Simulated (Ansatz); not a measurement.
# TiTe2: further runs on the relaxed cell

Aim: for TiTe2, relax it again with other functionals.

Computed with Ansatz 0.2.0 (DFT PBE+D3(BJ), scalar-relativistic, plane waves, PAW, unless a step's input says otherwise).

2 further runs of the same task are left out: 2 set aside as unsound or not needed.

## (1) The structure to begin with

It takes space group P-3m1 (No. 164, trigonal). Conventional cell: a = 3.696 Å, b = 3.696 Å, c = 6.383 Å, α = 90.00°, β = 90.00°, γ = 120.00°. Ti (site symmetry -3m) is surrounded by 6 Te at 2.75 Å. Te (site symmetry 3m) is surrounded by 3 Ti at 2.75 Å.

Coordinates:

```cif
data_structure
_symmetry_space_group_name_H-M 'P 1'
_symmetry_Int_Tables_number 1
_cell_length_a 3.6963
_cell_length_b 3.6963
_cell_length_c 6.3828
_cell_angle_alpha 90.000
_cell_angle_beta 90.000
_cell_angle_gamma 120.000
_cell_volume 75.52
loop_
_atom_site_label
_atom_site_type_symbol
_atom_site_fract_x
_atom_site_fract_y
_atom_site_fract_z
_atom_site_occupancy
Ti1 Ti 0.00000 0.00000 0.00000 1
Te1 Te 0.66667 0.33333 0.27118 1
Te2 Te 0.33333 0.66667 0.72882 1
```

This cell was relaxed beforehand with the same method: volume 25.17 Å³/atom, gap on the mesh none (metal).

## (2) The cell under PBEsol

input.yaml reads:

```yaml
crystal:
  lattice:
    - [3.6962848798, 0.0, 0.0]
    - [-1.8481424399, 3.2010766055, 0.0]
    - [0.0, 0.0, 6.3828329701]
  atoms:
    - { symbol: Ti, position: [0.0, 0.0, 0.0] }
    - { symbol: Te, position: [0.6666666667, 0.3333333333, 0.2711838248] }
    - { symbol: Te, position: [0.3333333333, 0.6666666667, 0.7288161752] }
basis:
  ecutwfc: 420
kpoints:
  mp_grid: { grid: [15, 15, 8] }
hamiltonian:
  xc: pbesol
scf:
  occupations: { method: gaussian, width: 0.1 }
output:
  forces: true
  stress: true
  eigenvalues: true
relax:
  adjacent_minimum: "off"
  f_tol: 0.005
  max_steps: 50
  cell: { stress_tol: 0.05 }
```

Command:

```sh
> ansatz run input.yaml --threads 1 --pin off --max-ram 2560MiB --backend cpu --events-out ev --progress --plain --runs-dir out
```

## (3) The cell under PBE

Edit input.yaml of step 2 so:

```diff
@@ -14,3 +14,3 @@
 hamiltonian:
-  xc: pbesol
+  xc: pbe
 scf:
```

(Steps that only read results are left out.)

Q: Predict the outcome of this session.

**Answer**, as computed:

The volumes rise in the order PBE+D3(BJ), PBEsol, PBE, over 13.6 %. PBEsol comes nearest to the reported cell (-5.1 %). The runs treat Te without spin-orbit coupling. Layers here are held mostly by dispersion, which this level lacks, so their spacing and the stiffness across them are unreliable there.
